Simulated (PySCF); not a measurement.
**BTe−: bond curves at several levels of theory**

An exercise on one series of results from a longer session: the logs are not shown, and one member is left open.

Program: PySCF 2.14.0. Level of theory: B aug-cc-pVDZ, Te aug-cc-pVDZ-PP with ECP28, scalar-relativistic core potentials. These are calculated values, not measurements.

The first run:

The job is set up so:

- atoms: B, Te
- charge: -1
- basis: B aug-cc-pVDZ, Te aug-cc-pVDZ-PP with ECP28
- Hamiltonian: scalar-relativistic core potentials
- basis functions: 55
- electrons treated: 30
- masses in u: 11.0093, 129.9062
- levels: PBE0, PBE, r²SCAN, TPSSh, B97-3, BHandHLYP, HF, MP2, SCS-MP2, CCSD, CCSD(T)
- grid: 80 radial by 434 angular points
- occupations: held fixed by the projection of orbital angular momentum
- dissociation limit: B + Te−, each in its ground configuration
- starting distance in angstrom: 2.235
- values of 2S to try: 0, 2

Started as:

```
$ OMP_NUM_THREADS=1 python dia.py task.json out
```

Steps of the session up to this table: The job; The PBE0 curve of the state that the search chose; Higher solutions at PBE0; PBE (GGA); r²SCAN; TPSSh (hybrid meta-GGA); B97-3 (global hybrid GGA); BHandHLYP; RHF (mean field); Adding correlation.

One table of the session follows, with a row left open; its other results are not shown here.

Energy (eV) from each level's lowest point:

| R (Å) | RHF | RHF-MP2 | RHF-SCS-MP2 | RHF-CCSD | RHF-CCSD(T) |
| --- | --- | --- | --- | --- | --- |
| 1.790 | 1.179 | 1.076 | 1.105 | n/a | n/a |
| 1.874 | 0.537 | 0.471 | 0.492 | 0.533 | 0.550 |
| 1.957 | 0.177 | 0.142 | 0.154 | 0.178 | 0.189 |
| 2.019 | ? | ? | ? | ? | ? |
| 2.082 | 0.000 | 0.000 | 0.000 | 0.000 | 0.000 |
| 2.144 | 0.025 | 0.038 | 0.032 | 0.021 | 0.015 |
| 2.228 | 0.137 | 0.165 | 0.151 | 0.126 | 0.110 |
| 2.332 | 0.365 | 0.407 | 0.383 | 0.341 | 0.313 |
| 2.457 | 0.716 | 0.771 | 0.734 | 0.674 | 0.629 |
| 2.623 | 1.245 | 1.314 | 1.258 | n/a | n/a |

Q: Estimate the row for R (Å) = 2.019 from the others.

Worked estimate for «RHF». A straight line through the neighbours (1.957, 0.177) and (2.082, 0.000) gives 0.177 + (0.000 − 0.177) × (2.019 − 1.957) / (2.082 − 1.957) = 0.089; a parabola fitted to 4 rows on both sides gives 0.040.

As computed: RHF: 0.044; RHF-MP2: 0.028; RHF-SCS-MP2: 0.034; RHF-CCSD: 0.046; RHF-CCSD(T): 0.052. In «RHF» the line misses by +0.045 and the parabola by -0.004.
